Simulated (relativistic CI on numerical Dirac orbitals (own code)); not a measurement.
**Ions with 28 electrons, Ni to Ge⁴⁺: levels along an isoelectronic sequence**

How do the lowest levels of 28-electron ions move as Z rises from 28 to 32? Each ion is run with the same configurations.

Program: relativistic CI on numerical Dirac orbitals (own code) version 3. Level of theory: Dirac-Coulomb-Breit CI, KLI orbitals optimised for each configuration, model QED (radiative potential, 1s self-energy scaled to tabulated hydrogen-like ionisation energies), valence Slater integrals scaled by 0.9, P86 correlation energy added to each configuration. These are calculated values, not measurements, unless marked.

## 1. The atom as given

| Item | Value |
| --- | --- |
| electrons | 28 |
| ions | Ni, Cu⁺, Zn²⁺, Ga³⁺, Ge⁴⁺ |
| configurations | [Ar] 3d10; [Ar] 3d8 4s2; [Ar] 3d9 4s; [Ar] 3d9 4p; [Ar] 3d9 4d; [Ar] 3d8 4s 4p; [Ar] 3d9 4f |

## 2. Ni (Z = 28)

Input settings:

```ini
atom Ni  Z=28  charge=0  electrons=28
nucleus A=58  rms_radius_fm=3.7757
hamiltonian dirac-coulomb  breit=on  qed=on  c_scale=1
orbitals kli  potential=per-configuration
slater_scale 0.9
correlation p86
mixing on
configurations
  [Ar] 3d10
  [Ar] 3d8 4s2
  [Ar] 3d9 4s
  [Ar] 3d9 4p
  [Ar] 3d9 4d
  [Ar] 3d8 4s 4p
  [Ar] 3d9 4f
end
```

Command:

```
$ python run_levels.py task.json out
```

task.json lists these runs, among others, and the program works through them in turn.

From the run's result record (rounded, not every field):

```text
status: converged
levels [i, E_cm, J2, conf, term, w_term, jj, w_jj, g, tau_s]:
  - [0, 0, 8, "3d8 4s2", "3F", 0.9992, "3d5/2^4", 0.8214, 1.25, "-"]
  - [1, 1294.0259, 6, "3d8 4s2", "3F", 0.9999, "3d3/2^3 3d5/2^5", 0.9999, 1.083, 17.76]
  - [2, 2168.534, 4, "3d8 4s2", "3F", 0.9938, "3d3/2^2 3d5/2^6", 0.6042, 0.6675, 41.85]
  - [3, 9483.6631, 6, "3d9 4s", "3D", 0.9999, "3d5/2^5 4s", 0.9999, 1.334, "-"]
  - [4, 10207.55, 4, "3d9 4s", "3D", 0.949, "3d5/2^5 4s", 0.6134, 1.158, "-"]
  - [5, 10950.473, 2, "3d9 4s", "3D", 0.9999, "3d3/2^3 3d5/2^6 4s", 0.9999, 0.4983, "-"]
  - [6, 12969.047, 4, "3d9 4s", "1D", 0.6168, "3d3/2^3 3d5/2^6 4s", 0.438, 1.013, "-"]
  - [7, 15745.623, 4, "3d8 4s2", "1D", 0.5501, "3d5/2^4", 0.5317, 1.058, 1.996]
  - [8, 17830.753, 8, "3d8 4s 4p", "5D*", 0.9704, "3d5/2^4 4s 4p1/2", 0.5234, 1.496, "-"]
  - [9, 18055.062, 4, "3d8 4s2", "3P", 0.8693, "3d3/2^3 3d5/2^5", 0.6712, 1.435, 2.85]
  - [10, 18421.69, 2, "3d8 4s2", "3P", 0.9998, "3d3/2^3 3d5/2^5", 0.9998, 1.501, "-"]
  - [11, 18669.777, 0, "3d8 4s2", "3P", 0.9975, "3d3/2^2 3d5/2^6", 0.5536, "-", "-"]
  - [12, 18694.365, 12, "3d8 4s 4p", "5G*", 0.9993, "3d5/2^4 4s 4p3/2", 0.82, 1.334, "-"]
  - [13, 18723.025, 6, "3d8 4s 4p", "5D*", 0.9487, "3d3/2^3 3d5/2^5 4s 4p3/2", 0.3096, 1.488, "-"]
  - [14, 19044.961, 10, "3d8 4s 4p", "5G*", 0.7815, "3d5/2^4 4s 4p1/2", 0.4327, 1.293, "-"]
  - [15, 19456.249, 4, "3d8 4s 4p", "5D*", 0.9553, "3d3/2^3 3d5/2^5 4s 4p3/2", 0.5137, 1.479, "-"]
  - [16, 19556.504, 8, "3d8 4s 4p", "5G*", 0.8231, "3d3/2^3 3d5/2^5 4s 4p1/2", 0.4248, 1.18, "-"]
  - [17, 19867.244, 10, "3d8 4s 4p", "5F*", 0.7951, "3d5/2^4 4s 4p3/2", 0.6029, 1.372, "-"]
  - [18, 19978.275, 2, "3d8 4s 4p", "5D*", 0.9786, "3d3/2^3 3d5/2^5 4s 4p3/2", 0.4749, 1.473, "-"]
  - [19, 20046.232, 6, "3d8 4s 4p", "5G*", 0.8796, "3d3/2^3 3d5/2^5 4s 4p1/2", 0.545, 0.9523, "-"]
  - "... 20 more rows left out ..."
lines, the strongest and those to the lowest levels [upper, lower, type, S_au, A_per_s, branching]:
  - [1, 0, "M1", 6.742, 0.0563, 1]
  - [2, 1, "M1", 6.624, 0.0239, 1]
  - [3, 0, "E2", 24.65, 0.03026, "-"]
  - [6, 1, "M1", 0.01888, 0.1621, "-"]
  - [6, 2, "M1", 0.009748, 0.06625, "-"]
  - [7, 1, "M1", 0.01845, 0.3003, 0.5995]
  - [7, 2, "M1", 0.01003, 0.1355, 0.2704]
  - [9, 0, "E2", 2.635, 0.1132, 0.3227]
  - [9, 1, "M1", 0.00292, 0.07417, 0.2114]
  - [39, 3, "E1", 9.612, 4.58e+07, 0.8905]
n_levels_all: 154
total_energy [Ha]: -1519.7805625
configurations [conf, odd, states, E_av_cm, breit_Ha, qed_Ha, corr_Ha]:
  - ["3d10", 0, 1, 41176.6, 0.6006, 0.4034, -1.469]
  - ["3d8 4s2", 0, 45, 11551.4, 0.6014, 0.4038, -1.446]
  - ["3d9 4s", 0, 20, 11006, 0.601, 0.4036, -1.458]
  - ["3d9 4p", 1, 60, 36101.8, 0.6008, 0.4034, -1.45]
  - ["3d9 4d", 0, 100, 51344.5, 0.6008, 0.4034, -1.444]
  - ["3d8 4s 4p", 1, 540, 37884.8, 0.6013, 0.4036, -1.44]
  - ["3d9 4f", 1, 140, 58780.8, 0.6008, 0.4034, -1.434]
```

Wall time 1 s (1 thread, shared host).

## 3. Cu⁺ (Z = 29)

Settings: those of step 2 with these lines changed.

```diff
@@ -1,3 +1,3 @@
-atom Ni  Z=28  charge=0  electrons=28
-nucleus A=58  rms_radius_fm=3.7757
+atom Cu  Z=29  charge=1  electrons=28
+nucleus A=63  rms_radius_fm=3.8823
 hamiltonian dirac-coulomb  breit=on  qed=on  c_scale=1
```

Main fields:

```text
status: converged
levels [i, E_cm, J2, conf, term, w_term, jj, w_jj, g, tau_s]:
  - [0, 0, 0, "3d10", "1S", 0.9971, "closed", 0.9971, "-", "-"]
  - [1, 11556.58, 6, "3d9 4s", "3D", 0.9998, "3d5/2^5 4s", 0.9998, 1.334, "-"]
  - [2, 12526.871, 4, "3d9 4s", "3D", 0.9439, "3d5/2^5 4s", 0.6362, 1.157, 39.87]
  - [3, 13568.02, 2, "3d9 4s", "3D", 0.9998, "3d3/2^3 3d5/2^6 4s", 0.9998, 0.4982, 23.19]
  - [4, 16745.195, 4, "3d9 4s", "1D", 0.944, "3d3/2^3 3d5/2^6 4s", 0.6362, 1.009, "-"]
  - [5, 52816.289, 4, "3d9 4p", "3P*", 0.978, "3d5/2^5 4p1/2", 0.5674, 1.496, 3.172e-09]
  - [6, 54229.464, 2, "3d9 4p", "3P*", 0.9695, "3d5/2^5 4p3/2", 0.4288, 1.483, 3.07e-09]
  - [7, 55094.381, 0, "3d9 4p", "3P*", 0.9921, "3d3/2^3 3d5/2^6 4p3/2", 0.9921, "-", 3.082e-09]
  - [8, 55116.629, 6, "3d9 4p", "3F*", 0.7016, "3d5/2^5 4p1/2", 0.8551, 1.065, 2.956e-09]
  - [9, 55158.727, 8, "3d9 4p", "3F*", 0.9928, "3d5/2^5 4p3/2", 0.9928, 1.25, 2.68e-09]
  - [10, 55234.488, 8, "3d8 4s2", "3F", 0.9982, "3d5/2^4", 0.8246, 1.25, 0.05471]
  - [11, 56378.696, 4, "3d9 4p", "3F*", 0.9124, "3d3/2^3 3d5/2^6 4p1/2", 0.6463, 0.7026, 2.774e-09]
  - [12, 57013.285, 6, "3d8 4s2", "3F", 0.9992, "3d3/2^3 3d5/2^5", 0.9992, 1.083, 0.002518]
  - [13, 57373.765, 6, "3d9 4p", "1F*", 0.5096, "3d5/2^5 4p3/2", 0.6764, 1.132, 2.95e-09]
  - "... 26 more rows left out ..."
n_levels_all: 154
total_energy [Ha]: -1653.5841478
configurations [conf, odd, states, E_av_cm, breit_Ha, qed_Ha, corr_Ha]:
  - ["3d10", 0, 1, 339.29, 0.677, 0.455, -1.511]
  - ["3d8 4s2", 0, 45, 68720, 0.6781, 0.4557, -1.478]
  - ["3d9 4s", 0, 20, 13415.3, 0.6775, 0.4553, -1.492]
  - ["3d9 4p", 1, 60, 57496.7, 0.6774, 0.4551, -1.487]
  - ["3d9 4d", 0, 100, 99911.8, 0.6773, 0.4551, -1.482]
  - ["3d8 4s 4p", 1, 540, 110909, 0.6781, 0.4554, -1.473]
  - ["3d9 4f", 1, 140, 121995, 0.6773, 0.4551, -1.468]
```

Run time: 0.63 s. Hardware: 1 thread, shared host.

## 4. Zn²⁺ (Z = 30)

Settings: those of step 3 with these lines changed.

```diff
@@ -1,3 +1,3 @@
-atom Cu  Z=29  charge=1  electrons=28
-nucleus A=63  rms_radius_fm=3.8823
+atom Zn  Z=30  charge=2  electrons=28
+nucleus A=64  rms_radius_fm=3.9283
 hamiltonian dirac-coulomb  breit=on  qed=on  c_scale=1
```

Main fields:

```text
status: converged
levels [i, E_cm, J2, conf, term, w_term, jj, w_jj, g, tau_s]:
  - [0, 0, 0, "3d10", "1S", 0.9993, "closed", 0.9993, "-", "-"]
  - [1, 71402.013, 6, "3d9 4s", "3D", 0.9997, "3d5/2^5 4s", 0.9997, 1.334, "-"]
  - [2, 72627.792, 4, "3d9 4s", "3D", 0.9185, "3d5/2^5 4s", 0.6836, 1.153, 0.06754]
  - [3, 74091.366, 2, "3d9 4s", "3D", 0.9997, "3d3/2^3 3d5/2^6 4s", 0.9997, 0.498, 8.58]
  - [4, 77391.499, 4, "3d9 4s", "1D", 0.9188, "3d3/2^3 3d5/2^6 4s", 0.6837, 1.013, 0.004621]
  - [5, 128908.07, 4, "3d9 4p", "3P*", 0.9782, "3d5/2^5 4p1/2", 0.6002, 1.494, 1.531e-09]
  - [6, 131002.81, 2, "3d9 4p", "3P*", 0.9739, "3d5/2^5 4p3/2", 0.4266, 1.481, 1.437e-09]
  - [7, 131853.96, 6, "3d9 4p", "3F*", 0.713, "3d5/2^5 4p1/2", 0.8704, 1.068, 1.43e-09]
  - [8, 132250.81, 0, "3d9 4p", "3P*", 0.9974, "3d3/2^3 3d5/2^6 4p3/2", 0.9974, "-", 1.466e-09]
  - [9, 132286.95, 8, "3d9 4p", "3F*", 0.9981, "3d5/2^5 4p3/2", 0.9981, 1.25, 1.297e-09]
  - [10, 133541.89, 4, "3d9 4p", "3F*", 0.9482, "3d3/2^3 3d5/2^6 4p1/2", 0.7181, 0.6902, 1.366e-09]
  - [11, 135579.29, 6, "3d9 4p", "1F*", 0.6205, "3d5/2^5 4p3/2", 0.5681, 1.089, 1.386e-09]
  - [12, 136462.48, 4, "3d9 4p", "1D*", 0.5613, "3d5/2^5 4p3/2", 0.4994, 1.055, 1.301e-09]
  - [13, 136881.88, 6, "3d9 4p", "3D*", 0.7388, "3d3/2^3 3d5/2^6 4p3/2", 0.5056, 1.259, 1.216e-09]
  - "... 26 more rows left out ..."
n_levels_all: 154
total_energy [Ha]: -1793.9727722
configurations [conf, odd, states, E_av_cm, breit_Ha, qed_Ha, corr_Ha]:
  - ["3d10", 0, 1, 184.882, 0.7602, 0.5111, -1.545]
  - ["3d8 4s2", 0, 45, 198286, 0.7616, 0.5121, -1.504]
  - ["3d9 4s", 0, 20, 73645.1, 0.7609, 0.5116, -1.521]
  - ["3d9 4p", 1, 60, 134928, 0.7608, 0.5112, -1.517]
  - ["3d9 4d", 0, 100, 206190, 0.7605, 0.5112, -1.514]
  - ["3d8 4s 4p", 1, 540, 255528, 0.7615, 0.5117, -1.501]
  - ["3d9 4f", 1, 140, 248453, 0.7605, 0.5112, -1.497]
```

Run time: 0.6 s. Hardware: 1 thread, shared host.

## 5. Ga³⁺ (Z = 31)

Settings: those of step 4 with these lines changed.

```diff
@@ -1,3 +1,3 @@
-atom Zn  Z=30  charge=2  electrons=28
-nucleus A=64  rms_radius_fm=3.9283
+atom Ga  Z=31  charge=3  electrons=28
+nucleus A=69  rms_radius_fm=3.9973
 hamiltonian dirac-coulomb  breit=on  qed=on  c_scale=1
```

Main fields:

```text
status: converged
levels [i, E_cm, J2, conf, term, w_term, jj, w_jj, g, tau_s]:
  - [0, 0, 0, "3d10", "1S", 0.9997, "closed", 0.9997, "-", "-"]
  - [1, 145489.64, 6, "3d9 4s", "3D", 0.9996, "3d5/2^5 4s", 0.9996, 1.333, "-"]
  - [2, 146987.77, 4, "3d9 4s", "3D", 0.8876, "3d5/2^5 4s", 0.7312, 1.148, 0.002672]
  - [3, 148995.64, 2, "3d9 4s", "3D", 0.9996, "3d3/2^3 3d5/2^6 4s", 0.9996, 0.4979, 3.438]
  - [4, 152378.49, 4, "3d9 4s", "1D", 0.8879, "3d3/2^3 3d5/2^6 4s", 0.7313, 1.018, 0.0002959]
  - [5, 218586.14, 4, "3d9 4p", "3P*", 0.9711, "3d5/2^5 4p1/2", 0.6329, 1.49, 9.424e-10]
  - [6, 221533.25, 2, "3d9 4p", "3P*", 0.971, "3d5/2^5 4p3/2", 0.4298, 1.476, 8.554e-10]
  - [7, 222040.36, 6, "3d9 4p", "3F*", 0.7006, "3d5/2^5 4p1/2", 0.8887, 1.07, 8.874e-10]
  - [8, 223070.79, 8, "3d9 4p", "3F*", 0.9992, "3d5/2^5 4p3/2", 0.9992, 1.25, 7.959e-10]
  - [9, 223274.85, 0, "3d9 4p", "3P*", 0.9988, "3d3/2^3 3d5/2^6 4p3/2", 0.9988, "-", 8.881e-10]
  - [10, 224272.63, 4, "3d9 4p", "3F*", 0.9505, "3d3/2^3 3d5/2^6 4p1/2", 0.7487, 0.6907, 8.552e-10]
  - [11, 227377.81, 6, "3d9 4p", "1F*", 0.6171, "3d5/2^5 4p3/2", 0.5877, 1.093, 8.241e-10]
  - [12, 228166.21, 4, "3d9 4p", "1D*", 0.5945, "3d5/2^5 4p3/2", 0.543, 1.056, 7.855e-10]
  - [13, 228973.68, 6, "3d9 4p", "3D*", 0.7187, "3d3/2^3 3d5/2^6 4p3/2", 0.5321, 1.254, 7.378e-10]
  - "... 26 more rows left out ..."
n_levels_all: 154
total_energy [Ha]: -1940.7299762
configurations [conf, odd, states, E_av_cm, breit_Ha, qed_Ha, corr_Ha]:
  - ["3d10", 0, 1, 122.187, 0.8504, 0.5719, -1.576]
  - ["3d8 4s2", 0, 45, 355142, 0.852, 0.5733, -1.528]
  - ["3d9 4s", 0, 20, 148172, 0.8512, 0.5725, -1.547]
  - ["3d9 4p", 1, 60, 226053, 0.8512, 0.5721, -1.543]
  - ["3d9 4d", 0, 100, 326345, 0.8507, 0.5721, -1.541]
  - ["3d8 4s 4p", 1, 540, 427176, 0.852, 0.5728, -1.525]
  - ["3d9 4f", 1, 140, 392677, 0.8507, 0.5721, -1.524]
```

Wall time 0.59 s (1 thread, shared host).

## 6. Ge⁴⁺ (Z = 32)

Settings: those of step 5 with these lines changed.

```diff
@@ -1,3 +1,3 @@
-atom Ga  Z=31  charge=3  electrons=28
-nucleus A=69  rms_radius_fm=3.9973
+atom Ge  Z=32  charge=4  electrons=28
+nucleus A=74  rms_radius_fm=4.0742
 hamiltonian dirac-coulomb  breit=on  qed=on  c_scale=1
```

Main fields:

```text
status: converged
levels [i, E_cm, J2, conf, term, w_term, jj, w_jj, g, tau_s]:
  - [0, 0, 0, "3d10", "1S", 0.9999, "closed", 0.9999, "-", "-"]
  - [1, 232290.45, 6, "3d9 4s", "3D", 0.9996, "3d5/2^5 4s", 0.9996, 1.333, "-"]
  - [2, 234072.97, 4, "3d9 4s", "3D", 0.8532, "3d5/2^5 4s", 0.7754, 1.142, 0.0003336]
  - [3, 236765.57, 2, "3d9 4s", "3D", 0.9995, "3d3/2^3 3d5/2^6 4s", 0.9995, 0.4978, 1.483]
  - [4, 240220.4, 4, "3d9 4s", "1D", 0.8535, "3d3/2^3 3d5/2^6 4s", 0.7755, 1.024, 5.254e-05]
  - [5, 320665.28, 4, "3d9 4p", "3P*", 0.9603, "3d5/2^5 4p1/2", 0.6656, 1.486, 6.537e-10]
  - [6, 324538.18, 6, "3d9 4p", "3F*", 0.6813, "3d5/2^5 4p1/2", 0.9063, 1.071, 6.202e-10]
  - [7, 324657.31, 2, "3d9 4p", "3P*", 0.965, "3d5/2^5 4p3/2", 0.4345, 1.47, 5.745e-10]
  - [8, 326389.69, 8, "3d9 4p", "3F*", 0.9995, "3d5/2^5 4p3/2", 0.9995, 1.25, 5.477e-10]
  - [9, 327016.93, 0, "3d9 4p", "3P*", 0.9994, "3d3/2^3 3d5/2^6 4p3/2", 0.9994, "-", 6.061e-10]
  - [10, 327464.01, 4, "3d9 4p", "3F*", 0.9461, "3d3/2^3 3d5/2^6 4p1/2", 0.7691, 0.6941, 6.003e-10]
  - [11, 331702.52, 6, "3d9 4p", "1F*", 0.5784, "3d5/2^5 4p3/2", 0.6529, 1.111, 5.511e-10]
  - [12, 332240.83, 4, "3d9 4p", "1D*", 0.6147, "3d5/2^5 4p3/2", 0.5772, 1.057, 5.379e-10]
  - [13, 333581.45, 6, "3d9 4p", "3D*", 0.6484, "3d3/2^3 3d5/2^6 4p3/2", 0.6082, 1.233, 5.108e-10]
  - "... 26 more rows left out ..."
n_levels_all: 154
total_energy [Ha]: -2093.8463299
configurations [conf, odd, states, E_av_cm, breit_Ha, qed_Ha, corr_Ha]:
  - ["3d10", 0, 1, 87.3758, 0.9481, 0.6376, -1.604]
  - ["3d8 4s2", 0, 45, 536872, 0.9498, 0.6394, -1.55]
  - ["3d9 4s", 0, 20, 235472, 0.9489, 0.6385, -1.571]
  - ["3d9 4p", 1, 60, 329707, 0.9489, 0.6379, -1.567]
  - ["3d9 4d", 0, 100, 458840, 0.9482, 0.6378, -1.565]
  - ["3d8 4s 4p", 1, 540, 623633, 0.9498, 0.6388, -1.547]
  - ["3d9 4f", 1, 140, 551928, 0.9482, 0.6379, -1.549]
```

It took 0.58 s on 1 thread, shared host.

## 7. Along the sequence

| ion | lowest level | LS (%) | jj (%) | excitation 1 (cm⁻¹) | excitation 2 (cm⁻¹) | excitation 3 (cm⁻¹) |
| --- | --- | --- | --- | --- | --- | --- |
| Ni | 3d8 4s2 3F4 | 100 | 82 | 1294.0 | 2168.5 | 9483.7 |
| Cu⁺ | 3d10 1S0 | 100 | 100 | 11556.6 | 12526.9 | 13568.0 |
| Zn²⁺ | 3d10 1S0 | 100 | 100 | 71402 | 72628 | 74091 |
| Ga³⁺ | 3d10 1S0 | 100 | 100 | 145490 | 146988 | 148996 |
| Ge⁴⁺ | 3d10 1S0 | 100 | 100 | 232290 | 234073 | 236766 |

Levels followed by label (cm⁻¹):

| Z | 3d8 4s2 3F4 | 3d8 4s2 3F3 | 3d8 4s2 3F2 | 3d9 4s 3D3 | 3d9 4s 3D2 | 3d9 4s 3D1 |
| --- | --- | --- | --- | --- | --- | --- |
| 28 | 0.0 | 1294.0 | 2168.5 | 9483.7 | 10207.6 | 10950.5 |
| 29 | 55234 | 57013 | 58193 | 11556.6 | 12526.9 | 13568.0 |
| 30 | 182778 | 185140 | 186668 | 71402 | 72628 | 74091 |
| 31 | 338445 | 341463 | 343355 | 145490 | 146988 | 148996 |
| 32 | 517797 | 521720 | 524102 | 232290 | 234073 | 236766 |

## 8. What came out

| quantity | value |
| --- | --- |
| lowest level, first ion | 3d8 4s2 3F4 |
| lowest level, last ion | 3d10 1S0 |
| changes of the lowest level | at Cu⁺ |
| interval 3F3 to 3F4 | 1294 to 3924 cm⁻¹ |
| mean jj purity of the low levels | 75 to 82 % |

What this shows: The lowest level changes from 3d8 4s2 3F4 to 3d10 1S0 at Cu⁺. Over these ions the splitting within 3d8 4s2 3F follows Z^8.2, steeper than the fourth power of a bare nucleus, since the screened charge grows faster than Z. Only the listed configurations are in the model, so lower levels can be missing. The near-neutral members are the least reliable.
